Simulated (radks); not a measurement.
# Mn in [Ar] 3d5 4s2: an all-electron calculation

An exercise on one series of results from a longer session: the logs are not shown, and one member is left open.

The numbers are computed with radks (a radial shooting solver on a logarithmic mesh, Libxc functionals) version 1 (non-relativistic Kohn-Sham, r2SCAN, spin-polarised, spherical densities, point nucleus; open shells are filled with parallel spins first), except any that are marked as measured or tabulated.

## Starting point

```
element       : manganese (Z = 25)
charge        : 0
electrons     : 25
configuration : [Ar] 3d5 4s2
```

Outer shells as boxes (Hund's rule):

Mn
```
[Ar] core
3d [↑ ][↑ ][↑ ][↑ ][↑ ]
4s [↑↓]
```

Set-up of the first run:

Input:

```text
Z 25
configuration [Ar] 3d5 4s2 4p0 5s0 4d0 4f0
relativity non-relativistic
functional r2scan,r2scan
spin polarised
nucleus point
```

The run is started by

```bash
python run_ks.py task.json out
```

The same process makes all the runs of this session.

Steps of the session up to this table: Self-consistent calculation.

One of the session's tables, all rows but one given; the rest of the session is left out.

It belongs to the step «Radial structure». Sizes of the orbitals, from the radial functions (bohr):

```
  level      <r>  outermost maximum (interpolated)  90 % within  nodes
1s down  0.06158                            0.0405        0.110      0
  1s up  0.06158                            0.0405        0.110      0
  2s up        ?                                 ?            ?      ?
2s down   0.2814                             0.235        0.436      1
  2p up   0.2485                             0.190        0.407      0
2p down   0.2477                             0.189        0.405      0
  3s up   0.8590                             0.742         1.29      2
3s down   0.8633                             0.744         1.29      2
  3p up   0.9067                             0.755         1.40      1
3p down   0.9142                             0.758         1.41      1
  3d up    1.172                             0.760         2.04      0
  4s up    2.996                              2.47         4.53      3
4s down    3.428                              2.79         5.22      3
3d down    1.435                             0.779         2.73      0
  4p up    3.832                              3.15         5.83      2
4p down    4.620                              3.82         7.08      2
```

Q: Estimate the row for 2s up from the others.

As computed: <r>: 0.2821; outermost maximum (interpolated): 0.235; 90 % within: 0.437; nodes: 1. In the column «<r>» it lies between 2s down (0.2814) and 3s up (0.8590).

To keep in mind: Open shells are spherical and high-spin; term and fine-structure splittings are not resolved.
